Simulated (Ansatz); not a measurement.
# HTi: the cost of one run

The runs use Ansatz 0.2.0, Gaussian basis; the settings change from run to run.

22 further runs of the same task are left out: 12 for a known fault of the program, 5 that didn't finish, 5 set aside as unsound or not needed.

## (1) The geometry

The geometry is a PBE0/def2-TZVP stationary point (not a proven minimum) of the parent state, kept for this charge and spin.

2 atoms, charge 0, spin multiplicity 6.

Atoms are counted from 1 here; the program's logs count them from 0.

Bond lengths: Ti1–H2 1.754 Å.

## (2) BCCD(T) on UHF/def2-TZVP

The input, in.yaml:

```yaml
crystal:
  periodic: [false, false, false]
  atoms:
    - {symbol: Ti, position_ang: [0.000000, 0.000000, 0.000000]}
    - {symbol: H, position_ang: [0.000000, 0.000000, 1.753968]}
basis:
  gaussian: {orbitals: def2-TZVP}
magnetization: {spin_polarized: true, initial_magnetization: 5}
correlation: {method: bccd_t, electrons: valence}
scf: {lower_state_search: off}
output: {forces: true}
```

On the command line:

```console
$ ansatz run in.yaml --threads 1 --pin off --events-out ev --progress --plain --max-ram 2393MiB
```

**Question.** How long does this run take on 1 thread of Intel Xeon 6975P-C, shared host, and how much memory does it need?

About 5.5 s, with a peak of 0.26 GiB.
